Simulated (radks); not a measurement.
**Taking charge from the 4s level of Mn in fractions**

One table from this session's results is given with a row withheld; the runs are named, their logs left out.

The numbers are computed with radks (a radial shooting solver on a logarithmic mesh, Libxc functionals) version 1 (scalar-relativistic Kohn-Sham, PBE, spin-polarised, spherical densities, point nucleus; open shells are filled with parallel spins first), except any that are marked as measured or tabulated.

**The atom as given**

* element: manganese (Z = 25)
* charge: 0
* electrons: 25
* configuration: [Ar] 3d5 4s(up 1, down 1)

A shell typed twice in an input gives spin up, then spin down.

Set-up of the first run:

The run's settings:

```text
Z 25
configuration [Ar] 3d5 4s1 4s1
relativity scalar-relativistic
functional pbe,pbe
spin polarised
nucleus point
c 137.035999084
```

Steps of the session up to this table: Start: [Ar] 3d5 4s(up 1, down 1).

One of the session's tables, all rows but one given; the rest of the session is left out.

It belongs to the step «Start: [Ar] 3d5 4s(up 1, down 1)». Sizes of the orbitals, from the radial functions (bohr):

| level | <r> | outermost maximum (interpolated) | 90 % within | nodes |
| --- | --- | --- | --- | --- |
| 3s up | 0.8513 | 0.736 | 1.28 | 2 |
| 3s down | 0.8544 | 0.737 | 1.28 | 2 |
| 3p up | 0.9034 | 0.752 | 1.39 | 1 |
| 3p down | 0.9100 | 0.753 | 1.41 | 1 |
| 3d up | 1.191 | 0.760 | 2.08 | 0 |
| 4s up | ? | ? | ? | ? |
| 4s down | 3.284 | 2.66 | 5.04 | 3 |
| 3d down | 1.368 | 0.773 | 2.53 | 0 |

Estimate the missing values for 4s up.

The run gave: <r>: 3.012; outermost maximum (interpolated): 2.45; 90 % within: 4.59; nodes: 3. In the column «<r>» it lies between 3d down (1.368) and 4s down (3.284).
